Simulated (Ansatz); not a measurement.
## ClHSSn, SMILES [SH][Sn][Cl]: the energy of protonation at one site, step by step

Program: Ansatz 0.2.0 through its Python package.

The cells in order, each with its output:

```python
import ansatz as az
import numpy as np
```

```python
BASIS = 'def2-SVP'
XC = 'b3lyp'
CHARGE = 1
FMAX = 0.01
```

```python
geometry = (
    az.Crystal.molecule()
    .atom('S', (0.3268, 1.3257, -0.7647))
    .atom('Sn', (-1.2657, -0.3476, -0.0566))
    .atom('Cl', (-0.1027, -2.3212, 0.391))
    .atom('H', (1.0971, 1.2829, 0.41))
)
```

```python
setup = geometry.calculation().basis(gaussian=BASIS).functional(XC)
symbols = [site.symbol for site in geometry.cartesian_sites]
start = np.array([site.position_ang for site in geometry.cartesian_sites], dtype=float)
summary = setup.relax(force_tolerance=0.01).run(threads=1, backend='cpu').report
end = np.array(summary['positions_ang'])
```

```python
away = sum((end[0] - end[j]) / np.linalg.norm(end[0] - end[j]) for j in [1, 3]) + np.array([0.15, 0.1, -0.2])
proton = end[0] + 1.4 * away / np.linalg.norm(away)
acid = az.Crystal.molecule()
for symbol, place in zip(symbols, end):
    acid = acid.atom(symbol, place.tolist())
acid = acid.atom('H', proton.tolist())
protonated = (
    acid.calculation()
    .basis(gaussian=BASIS)
    .functional(XC)
    .charge(CHARGE)
    .relax(force_tolerance=FMAX, max_steps=80)
)
after = protonated.run(threads=1, backend='cpu').report
xyz = np.array(after['positions_ang'])
reach = np.linalg.norm(xyz[:-1] - xyz[-1], axis=1)
print(f'base {summary["free_energy_ev"]:.5f} eV, protonated {after["free_energy_ev"]:.5f} eV')
print(f'the proton ends {reach.min():.3f} A from {symbols[reach.argmin()]}{reach.argmin()}')
print(f'electronic proton affinity {96.485332 * (summary["free_energy_ev"] - after["free_energy_ev"]):.1f} kJ/mol')
```

    base -29203.73133 eV, protonated -29212.37094 eV
    the proton ends 1.358 A from S0
    electronic proton affinity 833.6 kJ/mol

Reading the output:
- Total energies depend on the basis set; only differences at equal settings carry meaning.
- The proton is put on one chosen atom, which needn't be the most basic site, so the molecule's proton affinity can be higher; the ends are stationary points, not checked by frequencies, and zero-point and thermal terms count only where printed.
- def2 sets replace the cores of elements past krypton by effective core potentials.
- b3lyp holds the VWN-RPA fit, as in Gaussian; the form of ORCA and Turbomole is b3lyp5.
- Wall time of the script: 53 s on 1 thread of Arm Neoverse V2 (shared host), peak memory 0.23 GiB.
